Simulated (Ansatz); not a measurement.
# PdPtSe4: the cost of one run

Program: Ansatz 0.2.0. Level of theory: DFT PBE, scalar-relativistic, plane waves, PAW. These are calculated values, not measurements.

### 1 The system as given

Symmetry: P-3m1, No. 164, trigonal system. Conventional cell: a = 3.793 Å, b = 3.793 Å, c = 10.305 Å, α = 90.00°, β = 90.00°, γ = 120.00°. Pd (site symmetry -3m) has 6 Se at 2.54 Å in its first shell of neighbours. Pt (site symmetry -3m) has 6 Se at 2.54 Å in its first shell of neighbours. Se (site symmetry 3m) has 3 Pt at 2.54 Å in its first shell of neighbours. Se (site symmetry 3m) has 3 Pd at 2.54 Å in its first shell of neighbours.

As a file:

```
Pd Pt Se
1.0
     3.79321    0.00000    0.00000
    -1.89660    3.28501    0.00000
     0.00000    0.00000   10.30540
Pd Pt Se
1 1 4
Cartesian
  0.0000 0.0000 5.1527
  0.0000 0.0000 0.0000
  0.0000 2.1900 1.2900
  0.0000 2.1900 6.4378
  1.8966 1.0950 3.8676
  1.8966 1.0950 9.0154
```

The start is the relaxed end of an invented cell (made as: elements ordered on the sites of the PtSe2 type, Pt/Pd on Pt (P-3m1, No. 164)), taken up again for a closer look.

### 2 A first look at the guess

The input, input.yaml:

```yaml
crystal:
  lattice:
    - [3.7932063, 0.0, 0.0]
    - [-1.8966031, 3.285013, 0.0]
    - [0.0, 0.0, 10.3054044]
  atoms:
    - { symbol: Pd, position: [0.0, 0.0, 0.5] }
    - { symbol: Pt, position: [0.0, 0.0, 0.0] }
    - { symbol: Se, position: [0.3333333, 0.6666667, 0.125177] }
    - { symbol: Se, position: [0.3333333, 0.6666667, 0.624697] }
    - { symbol: Se, position: [0.6666667, 0.3333333, 0.375303] }
    - { symbol: Se, position: [0.6666667, 0.3333333, 0.874823] }
basis:
  ecutwfc: 420
kpoints:
  mp_grid: { grid: [6, 6, 2] }
hamiltonian:
  xc: pbe
scf:
  occupations: { method: gaussian, width: 0.1 }
  lower_state_search: "off"
output:
  forces: true
  stress: true
  eigenvalues: true
```

Started as:

```bash
$ ansatz run input.yaml --threads 4 --pin off --max-ram 8192MiB --backend cpu --events-out ev --progress --plain --runs-dir out
```

**Question.** How long does this run take on 4 threads of Intel Xeon 6975P-C (Granite Rapids), shared host, and how much memory does it need?

About 1 s, with a peak of 0.59 GiB.
